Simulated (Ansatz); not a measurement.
# NaLaMnMoO6 (C2/c) in Ansatz: equation of state

How stiff is NaLaMnMoO6 in PBE, and what volume does it want? The cell is scaled to several volumes.

Everything below comes from runs of Ansatz 0.2.0. Logs are shortened: lines on timing, memory, paths and dates and some standing lists are left out, and cuts for length are marked.

## 1. Starting point

It takes space group C2/c (No. 15, monoclinic). Conventional cell: a = 7.589 Å, b = 7.699 Å, c = 8.220 Å, α = 90.00°, β = 90.32°, γ = 90.00°. Na (site symmetry 2) has 4 O at 2.40 Å as nearest neighbours. La (site symmetry 2) is surrounded by 10 O at 2.57 to 2.89 Å. Around Mn (site symmetry -1) lie 6 O at 1.94 to 2.23 Å. Mo (site symmetry -1) is surrounded by 6 O at 1.94 to 1.97 Å. O (site symmetry 1) is surrounded by 1 Mo at 1.94 Å and 1 Mn at 2.23 Å. Around O (site symmetry 1) lie 1 Mn at 1.95 Å and 1 Mo at 1.96 Å. O (site symmetry 1) has 1 Mn at 1.94 Å and 1 Mo at 1.97 Å as nearest neighbours.

The cell was built by a generator and needn't be a form met in nature.

## 2. Single point, PBE, collinear spin, ferromagnetic start, 11.29 Å³/atom (volume scaled by 0.94)

Contents of input.yaml:

```yaml
crystal:
  lattice:
    - [3.7170688771, -3.7706816248, -7.83669e-05]
    - [3.7170688771, 3.7706816248, -7.83669e-05]
    - [-0.0451001444, 0.0, 8.0524818936]
  atoms:
    - { symbol: Na, position: [0.5064, 0.4936, 0.75] }
    - { symbol: Na, position: [0.4936, 0.5064, 0.25] }
    - { symbol: La, position: [0.01239, 0.98761, 0.75] }
    - { symbol: La, position: [0.98761, 0.01239, 0.25] }
    - { symbol: Mn, position: [0.0, 0.5, 0.5], spin: 4.0 }
    - { symbol: Mn, position: [0.5, 0.0, 0.0], spin: 4.0 }
    - { symbol: Mo, position: [0.5, 0.0, 0.5], spin: 1.0 }
    - { symbol: Mo, position: [0.0, 0.5, 0.0], spin: 1.0 }
    - { symbol: O, position: [0.54302, 0.05203, 0.73247] }
    - { symbol: O, position: [0.45698, 0.94797, 0.26753] }
    - { symbol: O, position: [0.27994, 0.71875, 0.54832] }
    - { symbol: O, position: [0.72006, 0.28125, 0.45168] }
    - { symbol: O, position: [0.79897, 0.79494, 0.49934] }
    - { symbol: O, position: [0.20103, 0.20506, 0.50066] }
    - { symbol: O, position: [0.05203, 0.54302, 0.23247] }
    - { symbol: O, position: [0.94797, 0.45698, 0.76753] }
    - { symbol: O, position: [0.79494, 0.79897, 0.99934] }
    - { symbol: O, position: [0.20506, 0.20103, 0.00066] }
    - { symbol: O, position: [0.28125, 0.72006, 0.95168] }
    - { symbol: O, position: [0.71875, 0.27994, 0.04832] }
hamiltonian:
  xc: pbe
  pseudopotentials: { kind: paw }
magnetization:
  spin_polarized: true
kpoints:
  mp_grid: { grid: [5, 5, 4] }
scf:
  occupations: { method: fermi_dirac, width: 0.05 }
output:
  forces: true
  stress: true
  eigenvalues: true
```

Potentials or basis: Ansatz PAW.

Run with:

```sh
ansatz run input.yaml --threads 8 --pin off --max-ram 20480MiB --backend cpu --events-out ev --progress --plain --runs-dir out
```

Output:

```text
Warning: RAYON_NUM_THREADS=8 ignored (pool sized by the plan → 8); use --threads N
Engine: ansatz 0.2.0, x86_64-unknown-linux-gnu
Pseudopotentials: kind: paw
Pseudopotential: Na, paw, valence charge 9, recommended cutoff 420 eV (normal), Na.paw.azcp
Pseudopotential: La, paw, valence charge 11, recommended cutoff 420 eV (normal), La.paw.azcp
Pseudopotential: Mn, paw, valence charge 15, recommended cutoff 420 eV (normal), Mn.paw.azcp
Pseudopotential: Mo, paw, valence charge 14, recommended cutoff 420 eV (normal), Mo.paw.azcp
Pseudopotential: O, paw, valence charge 6, recommended cutoff 420 eV (normal), O.paw.azcp
Functional definition: PBE
  parameter kappa = 0.804
  parameter beta = 0.06672455060314922
  exchange = pbe_x(kappa = kappa, mu = beta*pi^2/3)
  correlation = pbe_c(beta = beta)
Crystal: 20 atoms, lattice volume = 225.725 Å³
Basis set: ecut = 420 eV, 4409 PW (Γ), exchange–correlation on 72×72×108 points (8 copies of the dense FFT grid, shifted against one another)
Bands: 110, of which v1, the nominal top of the filled ones, is band 85 counted from 1 (84 counted from 0)
Symmetry: 4 space group operations
Space group: C2/c (ITA 15), of the structure as read, at distance tolerance 6.1e-5 Å
Magnetic group: BNS 15.85 (UNI 92), of the structure as read, at distance tolerance 6.1e-5 Å
k-points: 33 of 100
Non-local potential: Na, projectors of the file, l = 0: 3, l = 1: 2, l = 2: 1
Non-local potential: La, projectors of the file, l = 0: 3, l = 1: 2, l = 2: 2, l = 3: 3
Non-local potential: Mn, projectors of the file, l = 0: 3, l = 1: 2, l = 2: 3, l = 3: 1
Non-local potential: Mo, projectors of the file, l = 0: 3, l = 1: 2, l = 2: 2, l = 3: 1
Non-local potential: O, projectors of the file, l = 0: 2, l = 1: 2, l = 2: 1
PAW form: soft (Blöchl's): semilocal exchange-correlation on the pseudo side does not see the compensation charge
PAW one-centre angular grid: Na, 110 points (default); XC on 64 Gauss nodes
PAW one-centre angular grid: La, 590 points (default); XC on 64 Gauss nodes
PAW one-centre angular grid: Mn, 590 points (default); XC on 64 Gauss nodes
PAW one-centre angular grid: Mo, 590 points (default); XC on 64 Gauss nodes
[... 24 lines left out ...]
SCF iter  17: F=-40007.129839 eV  HF=-40007.129839 eV  |F-HF|=3.30e-8  |Δ(HF+E_count)|=   5.11e-9  Δρ=2.11e-6 (↑2.11e-6 ↓2.05e-6)  dr2=4.39e-8  dr2_m=1.67e-10  M=6.334 μB ∫|m|=8.069 μB  ethr=3.60e-11  ⟨swp⟩=8.7  Hψ=32931  notcnv=0
SCF 1 converged in 17 iterations: F = -40007.129839 eV  dr2 = 4.39e-8
SCF converged after 17 iterations
Magnetization: 6.3340 μB (88.1670 up, 81.8330 down)
Absolute magnetization: 8.0886 μB (∫|ρ↑−ρ↓|, with the PAW one-centre terms)
Spin contamination: 0.8134 ħ² per cell (⟨S²⟩ above its minimum at these occupations)
Per-site moments (μB) at R_I (Å): [(-0.00019882176318232594, 0.9704209473604035), (-0.0001988217631821616, 0.9704209473604035), (-0.006291248076510666, 1.0373826406887832), (-0.006291248076510609, 1.0373826406887832), (2.8445178434114373, 0.7847633479501556), (2.8445178434114378, 0.7847633479501556), (-0.19993583550890953, 0.7851479864157611), (-0.19993583550890912, 0.7851479864157607), (0.05418827192810503, 0.7851479864157611), (0.05418827192810568, 0.7851479864157611), (0.02374676392185435, 0.7861995110859049), (0.02374676392185446, 0.7861995110859046), (0.019004027097777924, 0.7847633479501558), (0.019004027097778455, 0.7847633479501556), (0.05418827192810514, 0.7851479864157612), (0.05418827192810475, 0.7851479864157607), (0.01900402709777833, 0.7847633479501558), (0.01900402709777785, 0.7847633479501556), (0.0237467639218546, 0.7861995110859046), (0.023746763921854503, 0.7861995110859048)]
Free energy (F): -40007.129839 eV
Harris-Foulkes:  -40007.129839 eV  (|F-HF|=3.30e-8)
Internal energy: -40007.088051 eV  (E = F + TS)
E sigma→0 (E₀):  -40007.108945 eV
Entropy (-TS):   -0.041787 eV (-2.089 meV/atom)
Fermi energy:    12.899942 eV
--- Per-component energies (eV) ---
  E_band       = -1087.264617
  E_kinetic    = 4232.558535
  E_local      = -13213.155400  (includes V_loc(G=0)·N_el)
  E_nonlocal   = 1770.683831
  E_hartree    = 4962.891057
  E_xc         = -1843.225284
  E_vxc        = -2283.528372  (∫ρ·V_xc dr)
  E_paw        = -22260.280662  (= ΣΔE_a)
  E_vpaw       = -1519.640254  (= ΣTr[D̂ρ^β])
  E_aug_tail   = 0.029515  (compensation charges beyond the density's cutoff)
  E_ewald      = -13656.589643
  E_smearing   = -0.041787  (= −TS)
  E_closure    = 0.000000  (closes the sum)
  Σ components = -40007.129839   (vs F -40007.129839, Δ=0.00e0)
--- Forces (eV/Å), atoms counted from 1 ---
  atom   1  Na    -0.00000000     0.00596133     0.00000000
  atom   2  Na     0.00000000    -0.00596133    -0.00000000
  atom   3  La    -0.00000000    -0.00961942     0.00000000
  atom   4  La     0.00000000     0.00961942    -0.00000000
  atom   5  Mn     0.00000000     0.00000000     0.00000000
  atom   6  Mn     0.00000000     0.00000000     0.00000000
[... 12 lines left out ...]
  atom  19  O      0.60247071    -0.25929181    -0.09447506
  atom  20  O     -0.60247071     0.25929181     0.09447506
  max |Σ_I F_I| component: 2.22e-16 eV/Å
--- Stress (GPa, compression-positive) ---
       12.057475       0.000000       0.234900
        0.000000      12.012516       0.000000
        0.234900       0.000000      12.198686
  P = ⅓ Tr σ = 12.0896 GPa (120.896 kbar)
--- Band table (eV; the first three rows and the last of 66) ---
  k-point 0 ↑: bands = ["-68.9446", "-68.9446", "-50.2568", "-50.2568", "-38.8783", "-38.8781", "-37.7894", "-37.7894", "-37.7549", "-37.7549", "-37.5196", "-37.5196", "-24.5003", "-24.4974", "-24.4868", "-24.4864", "-24.4022", "-24.4022", "-19.5806", "-19.5136", "-10.8533", "-10.8522", "-10.8323", "-10.8060", "-10.7974", "-10.7933", "-7.9966", "-7.4036", "-6.7106", "-6.6440", "-6.5183", "-6.5058", "-6.4653", "-6.2989", "-6.1101", "-5.8787", "-5.7734", "-5.6366", "-3.6413", "-3.2582", "-3.2552", "-3.0042", "-2.7742", "-2.6688", "4.5036", "4.8210", "4.9615", "5.0052", "5.1689", "5.8048", "5.8608", "6.0680", "6.1243", "6.1448", "6.5033", "6.7940", "6.9299", "7.2060", "7.2972", "7.4675", "7.5380", "7.5982", "8.0321", "8.1364", "8.2779", "8.6488", "8.7135", "8.8672", "8.8687", "9.0110", "9.2048", "9.2442", "9.3415", "9.4943", "9.6472", "9.6866", "9.6931", "9.7818", "9.8470", "9.9015", "10.1014", "10.1534", "10.4225", "10.5640", "11.2393", "11.2574", "11.6373", "12.1829", "12.5080", "12.6583", "13.7438", "13.7797", "13.9030", "13.9338", "14.0999", "14.3783", "15.3500", "15.3583", "15.3863", "15.4538", "15.4620", "15.4705", "15.4738", "15.5222", "15.5275", "15.5744", "15.5889", "15.6253", "15.7908", "15.8558"]
[... 3 lines left out ...]
```

It took 32 s on 8 threads of Intel Xeon Platinum 8259CL at 2.50GHz (Skylake/Cascade Lake), shared host; peak memory 2.2 GiB.

Results:

| Quantity | Value |
| --- | --- |
| Free energy | -40007.1298 eV |
| Pressure | 12.1 GPa |
| Largest force | 0.872 eV/Å |
| Band gap on the k mesh | none (metal or under the smearing width) |
| Net moment | 6.33 μB per cell |
| Absolute moment | 8.09 μB per cell |
| Site moments | Na -0.00; La -0.01; Mn +2.84; Mo -0.20; O +0.05, +0.02 μB |

Caveat: the pressure holds a Pulay correction of +0.6 GPa for the finite cutoff; semilocal functionals often make such compounds metallic where correlation or magnetic order opens a gap, which also shifts bond lengths; only a ferromagnetic start was run, and an antiferromagnetic order may lie lower in energy; the starting moments weren't kept.

## 3. Single point, PBE, collinear spin, ferromagnetic start, 11.53 Å³/atom (volume scaled by 0.96)

input.yaml, as its differences from that of step 2:

```diff
@@ -2,5 +2,5 @@
   lattice:
-    - [3.7170688771, -3.7706816248, -7.83669e-05]
-    - [3.7170688771, 3.7706816248, -7.83669e-05]
-    - [-0.0451001444, 0.0, 8.0524818936]
+    - [3.743246281, -3.7972365957, -7.89188e-05]
+    - [3.743246281, 3.7972365957, -7.89188e-05]
+    - [-0.0454177616, 0.0, 8.109191381]
   atoms:
@@ -39 +39,5 @@
   eigenvalues: true
+  write_density: true
+  write_potential: true
+  elf: true
+  volumetric_format: npy
```

Potentials or basis: Ansatz PAW.

Run with:

```sh
ansatz run input.yaml --threads 8 --pin off --max-ram 20480MiB --backend cpu --events-out ev --progress --plain --runs-dir out
```

Wall time 37 s (8 threads of Intel Xeon Platinum 8259CL at 2.50GHz (Skylake/Cascade Lake), shared host); peak memory 2.2 GiB.

The run converged. Its results:

| Property | Result |
| --- | --- |
| Free energy | -40007.4240 eV |
| Pressure | 7.6 GPa |
| Largest force | 0.547 eV/Å |
| Band gap on the k mesh | none (metal or under the smearing width) |
| Net moment | 6.50 μB per cell |
| Absolute moment | 8.21 μB per cell |
| Site moments | Na -0.00; La -0.01; Mn +2.91; Mo -0.20; O +0.05, +0.02 μB |

Caveat: the pressure holds a Pulay correction of +0.6 GPa for the finite cutoff; semilocal functionals often make such compounds metallic where correlation or magnetic order opens a gap, which also shifts bond lengths; only a ferromagnetic start was run, and an antiferromagnetic order may lie lower in energy; the starting moments weren't kept.

## 4. Single point, PBE, collinear spin, ferromagnetic start, 11.77 Å³/atom (volume scaled by 0.98)

input.yaml, as its differences from that of step 3:

```diff
@@ -2,5 +2,5 @@
   lattice:
-    - [3.743246281, -3.7972365957, -7.89188e-05]
-    - [3.743246281, 3.7972365957, -7.89188e-05]
-    - [-0.0454177616, 0.0, 8.109191381]
+    - [3.7690625884, -3.8234252619, -7.94631e-05]
+    - [3.7690625884, 3.8234252619, -7.94631e-05]
+    - [-0.0457309974, 0.0, 8.1651186061]
   atoms:
@@ -39,5 +39 @@
   eigenvalues: true
-  write_density: true
-  write_potential: true
-  elf: true
-  volumetric_format: npy
```

Run with:

```sh
ansatz run input.yaml --threads 8 --pin off --max-ram 20480MiB --backend cpu --events-out ev --progress --plain --runs-dir out
```

It took 31 s on 8 threads of Intel Xeon Platinum 8259CL at 2.50GHz (Skylake/Cascade Lake), shared host; peak memory 2.3 GiB.

Results (log left out):

```
Free energy            : -40007.5908 eV
Pressure               : 3.6 GPa
Largest force          : 0.252 eV/Å
Band gap on the k mesh : none (metal or under the smearing width)
Net moment             : 6.67 μB per cell
Absolute moment        : 8.32 μB per cell
Site moments           : Na -0.00; La -0.01; Mn +2.98; Mo -0.19; O +0.06, +0.02 μB
```

Caveat: the pressure holds a Pulay correction of +0.6 GPa for the finite cutoff; semilocal functionals often make such compounds metallic where correlation or magnetic order opens a gap, which also shifts bond lengths; only a ferromagnetic start was run, and an antiferromagnetic order may lie lower in energy; the starting moments weren't kept.

## 5. Single point, PBE, collinear spin, ferromagnetic start, 12.01 Å³/atom

input.yaml, as its differences from that of step 4:

```diff
@@ -2,5 +2,5 @@
   lattice:
-    - [3.7690625884, -3.8234252619, -7.94631e-05]
-    - [3.7690625884, 3.8234252619, -7.94631e-05]
-    - [-0.0457309974, 0.0, 8.1651186061]
+    - [3.79453, -3.84926, -8.0e-05]
+    - [3.79453, 3.84926, -8.0e-05]
+    - [-0.04604, 0.0, 8.22029]
   atoms:
```

Run with:

```sh
ansatz run input.yaml --threads 8 --pin off --max-ram 20480MiB --backend cpu --events-out ev --progress --plain --runs-dir out
```

Run time: 34 s. Hardware: 8 threads of Intel Xeon Platinum 8259CL at 2.50GHz (Skylake/Cascade Lake), shared host; peak memory 2.3 GiB.

The run converged. Its results:

* Free energy: -40007.6440 eV
* Pressure: 0.0 GPa
* Largest force: 0.028 eV/Å
* Band gap on the k mesh: none (metal or under the smearing width)
* Net moment: 6.82 μB per cell
* Absolute moment: 8.42 μB per cell
* Site moments: Na -0.00; La -0.01; Mn +3.04; Mo -0.18; O +0.06, +0.02 μB

Caveat: the pressure holds a Pulay correction of +0.6 GPa for the finite cutoff; semilocal functionals often make such compounds metallic where correlation or magnetic order opens a gap, which also shifts bond lengths; only a ferromagnetic start was run, and an antiferromagnetic order may lie lower in energy; the starting moments weren't kept.

## 6. Single point, PBE, collinear spin, ferromagnetic start, 12.25 Å³/atom (volume scaled by 1.02)

input.yaml, as its differences from that of step 5:

```diff
@@ -2,5 +2,5 @@
   lattice:
-    - [3.79453, -3.84926, -8.0e-05]
-    - [3.79453, 3.84926, -8.0e-05]
-    - [-0.04604, 0.0, 8.22029]
+    - [3.8196600701, -3.874752531, -8.05298e-05]
+    - [3.8196600701, 3.874752531, -8.05298e-05]
+    - [-0.0463449095, 0.0, 8.2747305932]
   atoms:
@@ -39 +39,5 @@
   eigenvalues: true
+  write_density: true
+  write_potential: true
+  elf: true
+  volumetric_format: npy
```

Potentials or basis: Ansatz PAW.

Run with:

```sh
ansatz run input.yaml --threads 8 --pin off --max-ram 20480MiB --backend cpu --events-out ev --progress --plain --runs-dir out
```

Wall time 41 s (8 threads of Intel Xeon Platinum 8259CL at 2.50GHz (Skylake/Cascade Lake), shared host); peak memory 2.3 GiB.

It converged, with:

```
Free energy            : -40007.5948 eV
Pressure               : -3.2 GPa
Largest force          : 0.264 eV/Å
Band gap on the k mesh : none (metal or under the smearing width)
Net moment             : 6.97 μB per cell
Absolute moment        : 8.52 μB per cell
Site moments           : Na -0.00; La -0.01; Mn +3.10; Mo -0.18; O +0.05, +0.02 μB
```

Caveat: the pressure holds a Pulay correction of +0.6 GPa for the finite cutoff; semilocal functionals often make such compounds metallic where correlation or magnetic order opens a gap, which also shifts bond lengths; only a ferromagnetic start was run, and an antiferromagnetic order may lie lower in energy; the starting moments weren't kept.

## 7. Single point, PBE, collinear spin, ferromagnetic start, 12.49 Å³/atom (volume scaled by 1.04)

input.yaml, as its differences from that of step 6:

```diff
@@ -2,5 +2,5 @@
   lattice:
-    - [3.8196600701, -3.874752531, -8.05298e-05]
-    - [3.8196600701, 3.874752531, -8.05298e-05]
-    - [-0.0463449095, 0.0, 8.2747305932]
+    - [3.8444637526, -3.8999139667, -8.10528e-05]
+    - [3.8444637526, 3.8999139667, -8.10528e-05]
+    - [-0.046645859, 0.0, 8.3284641156]
   atoms:
@@ -39,5 +39 @@
   eigenvalues: true
-  write_density: true
-  write_potential: true
-  elf: true
-  volumetric_format: npy
```

Run with:

```sh
ansatz run input.yaml --threads 8 --pin off --max-ram 20480MiB --backend cpu --events-out ev --progress --plain --runs-dir out
```

Wall time 35 s (8 threads of Intel Xeon Platinum 8259CL at 2.50GHz (Skylake/Cascade Lake), shared host); peak memory 2.4 GiB.

It converged, with:

| Property | Result |
| --- | --- |
| Free energy | -40007.4535 eV |
| Pressure | -6.1 GPa |
| Largest force | 0.495 eV/Å |
| Band gap on the k mesh | none (metal or under the smearing width) |
| Net moment | 7.12 μB per cell |
| Absolute moment | 8.60 μB per cell |
| Site moments | Na -0.00; La -0.00; Mn +3.16; Mo -0.17; O +0.05, +0.02 μB |

Caveat: the pressure holds a Pulay correction of +0.6 GPa for the finite cutoff; semilocal functionals often make such compounds metallic where correlation or magnetic order opens a gap, which also shifts bond lengths; only a ferromagnetic start was run, and an antiferromagnetic order may lie lower in energy; the starting moments weren't kept.

## 8. Single point, PBE, collinear spin, ferromagnetic start, 12.73 Å³/atom (volume scaled by 1.06)

input.yaml, as its differences from that of step 7:

```diff
@@ -2,5 +2,5 @@
   lattice:
-    - [3.8444637526, -3.8999139667, -8.10528e-05]
-    - [3.8444637526, 3.8999139667, -8.10528e-05]
-    - [-0.046645859, 0.0, 8.3284641156]
+    - [3.8689514431, -3.9247548528, -8.1569e-05]
+    - [3.8689514431, 3.9247548528, -8.1569e-05]
+    - [-0.0469429743, 0.0, 8.381513088]
   atoms:
```

Run with:

```sh
ansatz run input.yaml --threads 8 --pin off --max-ram 20480MiB --backend cpu --events-out ev --progress --plain --runs-dir out
```

Run time: 33 s. Hardware: 8 threads of Intel Xeon Platinum 8259CL at 2.50GHz (Skylake/Cascade Lake), shared host; peak memory 2.4 GiB.

The run converged. Its results:

```
Free energy            : -40007.2307 eV
Pressure               : -8.7 GPa
Largest force          : 0.710 eV/Å
Band gap on the k mesh : none (metal or under the smearing width)
Net moment             : 7.29 μB per cell
Absolute moment        : 8.69 μB per cell
Site moments           : Na -0.00; La -0.00; Mn +3.22; Mo -0.16; O +0.05, +0.02 μB
```

Caveat: the pressure holds a Pulay correction of +0.6 GPa for the finite cutoff; semilocal functionals often make such compounds metallic where correlation or magnetic order opens a gap, which also shifts bond lengths; only a ferromagnetic start was run, and an antiferromagnetic order may lie lower in energy; the starting moments weren't kept.

## 9. Equation of state, PBE, collinear spin, ferromagnetic start

Potentials or basis: Ansatz PAW.

No new run: the results of the series are fitted here.

Results:

```yaml
Equilibrium_volume: 12.01 Å³/atom
Bulk_modulus_at_fixed_shape_and_positions: 170 GPa
Pressure_derivative_of_the_bulk_modulus: 4.5
```

Energy against volume, from the lowest point:
| volume (Å³/atom) | energy (meV/atom) |
| --- | --- |
| 11.286 | 25.71 |
| 11.526 | 11.00 |
| 11.767 | 2.66 |
| 12.007 | 0.00 |
| 12.247 | 2.46 |
| 12.487 | 9.52 |
| 12.727 | 20.66 |

Caveat: the cell was scaled at fixed shape and fractional positions, which overstates the stiffness of a crystal with free parameters, most of all of layers and chains.
